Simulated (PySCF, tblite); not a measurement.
# C4H12Si3: geometry, infrared bands and NMR shifts

Wanted: the infrared bands and NMR shifts of C4H12Si3 (`C#CCC[SiH]([SiH3])[SiH3]`), by calculation.

Computed with tblite 0.8.0 and PySCF 2.14.0, with density-fitted response routines of our own, on a single molecule in the gas phase. Atoms are numbered from 0 throughout.

## Step 1: The molecule as given

19 atoms, charge 0, multiplicity 1; geometry from: force field or distance geometry start.

Bonds of the start (Å): C0–C1 1.22, C1–C2 1.47, C2–C3 1.52, C3–Si4 1.82, Si4–Si5 2.23, Si4–Si6 2.22, C0–H7 1.06, C2–H8 1.10, C2–H9 1.09, C3–H10 1.11, C3–H11 1.14, Si4–H12 1.50, Si5–H13 1.48, Si5–H14 1.44, Si5–H15 1.49, Si6–H16 1.49, Si6–H17 1.49, Si6–H18 1.47.

## Step 2: Geometry optimisation with GFN2-xTB

Job settings and geometry (Å):

```
{"job": {"kind": "relax", "xc": "GFN2-xTB", "basis": "xTB"}, "charge": 0, "multiplicity": 1}
C      4.155300    -0.126100     0.071800
C      2.960900    -0.336100    -0.064100
C      1.524200    -0.603800    -0.228600
C      0.829500     0.676200     0.200700
Si    -0.988600     0.687200     0.124400
Si    -1.854000     0.031400    -1.825100
Si    -2.042300    -0.414400     1.731700
H      5.192000     0.076600     0.198900
H      1.308700    -1.433500     0.462600
H      1.353500    -0.877300    -1.271900
H      1.261800     1.494400    -0.413100
H      1.177600     0.835900     1.269400
H     -1.417400     2.111600     0.280900
H     -1.311800     0.780300    -2.984900
H     -1.749900    -1.380200    -2.084500
H     -3.306200     0.358300    -1.792600
H     -3.327200     0.312500     1.944500
H     -2.432400    -1.796300     1.343600
H     -1.343300    -0.387400     3.028900
```

Started as:

```
OMP_NUM_THREADS=1 python probes_run.py task.json out
```

The driver reads the jobs from task.json and runs them one after another.

**Question.** This job is followed by: GFN2-xTB harmonic vibrations, gas phase; GIAO PBE0/pcSseg-1 NMR shielding, non-relativistic, gas phase. Predict these results of the whole session: strongest single infrared mode (GFN2-xTB); zero-point energy (GFN2-xTB); ¹³C shifts against TMS (PBE0/pcSseg-1); ¹H shifts against TMS (PBE0/pcSseg-1, means over atoms taken as alike); ²⁹Si shifts against TMS (PBE0/pcSseg-1, means over atoms taken as alike).

As calculated:

| quantity | value |
| --- | --- |
| strongest single infrared mode (GFN2-xTB) | 773 cm⁻¹, 729 km/mol |
| zero-point energy (GFN2-xTB) | 81.3 kcal/mol |
| ¹³C shifts against TMS (PBE0/pcSseg-1) | 90.5, 75.2, 19.4, 16.8 ppm |
| ¹H shifts against TMS (PBE0/pcSseg-1, means over atoms taken as alike) | 4.04, 3.51, 2.10, 1.48, 1.29 ppm |
| ²⁹Si shifts against TMS (PBE0/pcSseg-1, means over atoms taken as alike) | -83.9, -114.8 ppm |

**Reading.** The optimisation took 101 steps and gained 0.556 eV; among the close pairs (by a distance rule), Si4–Si6 changed most, from 2.215 to 2.326 Å. No mode is imaginary among the 51: a minimum at this level. The strongest single mode, at 773 cm⁻¹, has its largest shares on H17, H14, H18 and H13 (the list is cut at 4 atoms). Unscaled tight-binding wavenumbers are off by several per cent, some by more. Its intensities can rank the bands wrongly. At PBE0/pcSseg-1: The largest span, 309 ppm, is at C1, where the paramagnetic term is -160 ppm.
